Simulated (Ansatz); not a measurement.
# GaH2Cl (built from SMILES [Cl][GaH2]): single points off equilibrium

An exercise on one series of results from a longer session: the logs are not shown, and one member is left open.

Method: single points in def2-TZVPP; program: Ansatz 0.2.0, Gaussian basis.

Cores are frozen in the correlated methods. Filled d shells of the heavier atoms are correlated.

### Starting geometry

4 atoms, charge 0, spin multiplicity 1.

Atoms are counted from 1 here; the program's logs count them from 0.

Bond lengths: Ga1–H2 1.822 Å, Ga1–Cl4 2.254 Å. Angles: H2–Ga1–Cl4 89.3°.

As a file:

```mol
ClGaH2
  3D, bonds by distance, orders not assigned

  4  2  0  0  0  0  0  0  0  0999 V2000
   -1.2444   -0.1050    0.4188 Ga  0  0
   -0.1726   -0.1685   -1.0536 H   0  0
    0.7927    0.0137   -0.4874 H   0  0
    0.5822    0.2194    1.6990 Cl  0  0
  1  2  8  0
  1  4  8  0
M  END
```

Set-up of the first run:

Input file run/in.yaml:

```yaml
crystal:
  periodic: [false, false, false]
  atoms:
    - {symbol: Ga, position_ang: [-1.244400, -0.105000, 0.418800]}
    - {symbol: H, position_ang: [-0.172600, -0.168500, -1.053600]}
    - {symbol: H, position_ang: [0.792700, 0.013700, -0.487400]}
    - {symbol: Cl, position_ang: [0.582200, 0.219400, 1.699000]}
basis:
  gaussian: {orbitals: def2-TZVPP}
correlation: {method: ccsd_t}
output: {forces: true}
```

No record of the launch command was kept for these runs.

Among the steps run: CCSD(T)/def2-TZVPP; PBE0-D4/def2-TZVPP; wB97M-V/def2-TZVPP; r2SCAN-D4/def2-TZVPP; PBE-D4/def2-TZVPP; B97M-V/def2-TZVPP; wB97X-V/def2-TZVPP.

One of the session's tables, all rows but one given; the rest of the session is left out.

| method | RMS force component (eV/Å) | angle to CCSD(T) forces (°) | dipole (D) |
| --- | --- | --- | --- |
| CCSD(T) | 1.576 | reference | 2.12 |
| PBE0-D4 | 1.546 | 2.0 | 2.12 |
| wB97M-V | ? | ? | ? |
| r2SCAN-D4 | 1.471 | 3.3 | 2.01 |
| PBE-D4 | 1.413 | 5.6 | 1.98 |
| B97M-V | 1.410 | 3.3 | 2.06 |
| wB97X-V | 1.681 | 1.1 | 2.20 |

Q: Estimate the row for wB97M-V from the others.

As computed: RMS force component (eV/Å): 1.651; angle to CCSD(T) forces (°): 1.7; dipole (D): 2.18. In the column «RMS force component (eV/Å)» it lies between CCSD(T) (1.576) and wB97X-V (1.681).
